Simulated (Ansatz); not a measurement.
## H4OSn, SMILES [OH][SnH3]: harmonic frequencies at the relaxed geometry, step by step

With the Ansatz DFT code, driven from Python.

`h4osn.xyz`
```text
6

O     0.99640   -0.82710    0.99710
Sn   -0.26240    0.33460   -0.11790
H     1.07260   -1.58940    0.42230
H    -1.66690   -0.52870   -0.43470
H     0.52820    0.71180   -1.65240
H    -0.62580    1.83480    0.73930
```

Notebook, run cell by cell (the value of a cell's last expression is shown):

**Cell 1**
```python
import ansatz as az
from ase import Atoms
from ase.thermochemistry import IdealGasThermo
import numpy as np
```

**Cell 2**
```python
geometry = az.Crystal.molecule_from_extxyz('h4osn.xyz')
```

**Cell 3**
```python
calculation = geometry.calculation()
calculation = calculation.basis(gaussian='def2-SVP')
calculation = calculation.correlation('mp2')
symbols = [site.symbol for site in geometry.cartesian_sites]
start = np.array([site.position_ang for site in geometry.cartesian_sites], dtype=float)
def progress(event):
    if event['event'] == 'relax_step':
        row = event['data']
        print(f'step {row["step"]:3d}  E = {row["lagrangian_ev"]:.6f} eV  largest force component {row["allowed_force_max_ev_ang"]:.4f} eV/A')
```

**Cell 4**
```python
rep = calculation.relax(force_tolerance=0.003).session().plan().execute(on_event=progress).report
end = np.array(rep['positions_ang'])
```
Output:
```text
step   1  E = -7912.025751 eV  largest force component 1.0258 eV/A
step   2  E = -7912.104828 eV  largest force component 0.9486 eV/A
step   3  E = -7912.170844 eV  largest force component 0.2675 eV/A
step   4  E = -7912.174307 eV  largest force component 0.0619 eV/A
step   5  E = -7912.174503 eV  largest force component 0.0321 eV/A
step   6  E = -7912.174621 eV  largest force component 0.0036 eV/A
step   7  E = -7912.174624 eV  largest force component 0.0002 eV/A
```

**Cell 5**
```python
print('final positions (A) and the move of each atom')
for symbol, xyz, old in zip(symbols, end, start):
    print(f'{symbol:2s} {xyz[0]:10.5f} {xyz[1]:10.5f} {xyz[2]:10.5f}   {np.linalg.norm(xyz - old):7.4f}')
```
Output:
```text
final positions (A) and the move of each atom
O     0.93065   -0.76433    0.95053    0.1021
Sn   -0.28080    0.34973   -0.17669    0.0634
H     1.16314   -1.59912    0.52515    0.1374
H    -1.72902   -0.50338   -0.47253    0.0770
H     0.49529    0.72457   -1.64973    0.0354
H    -0.53716    1.72852    0.77697    0.1434
```

**Cell 6**
```python
# same settings at the minimum
minimum = az.Crystal.molecule()
for symbol, place in zip(symbols, end):
    minimum = minimum.atom(symbol, place.tolist())
vibrating = (
    minimum.calculation()
    .basis(gaussian='def2-SVP')
    .correlation('mp2')
    .phonons(temperatures=(298.15, 498.15, 100))
)
vib = vibrating.run(threads=1).report['vibrations']
sums = vib['harmonic_sums']
modes = [m['omega_inv_cm'] for m in sums['modes_at_gamma'] if m['rigid_motion'] == 'no']
print('frequencies (1/cm):', ' '.join(f'{w:.0f}' for w in modes))
print('imaginary modes:', sum(w < 0 for w in modes), ' zero-point energy:', round(sums['zero_point_energy_ev'], 4), 'eV')
# rigid rotor and ideal gas, symmetry number taken as one
gas = IdealGasThermo(vib_energies=[w / 8065.544 for w in modes if w > 0], geometry='linear' if len(modes) == 3 * len(symbols) - 5 else 'nonlinear',
                     atoms=Atoms(symbols, positions=end), symmetrynumber=1, spin=0.0)
print(f'H(298 K) - E = {gas.get_enthalpy(298.15, verbose=False):.4f} eV')
print(f'S(298 K, 1 bar) = {96485.33 * gas.get_entropy(298.15, 1e5, verbose=False):.1f} J/(mol K) with symmetry number 1')
```
Output:
```text
frequencies (1/cm): 161 523 530 624 729 737 767 857 1981 1989 2027 3907
imaginary modes: 0  zero-point energy: 0.9194 eV
H(298 K) - E = 1.0640 eV
S(298 K, 1 bar) = 284.1 J/(mol K) with symmetry number 1
```

Caveats:
- Total energies depend on the basis set; only differences at equal settings carry meaning.
- The frequencies are harmonic and unscaled, in a modest basis. The result belongs to the one conformer reached from this start, and soft torsions count as harmonic oscillators.
- def2 sets replace the cores of elements past krypton by effective core potentials.
- The entropy takes a symmetry number of 1; a symmetric molecule's is lower by R ln(sigma).
- It ran for 50 s on 1 thread of Arm Neoverse V2, with other jobs on the host, peak memory 0.25 GiB.

(Lines on the test bed's own set-up are left out of the output.)
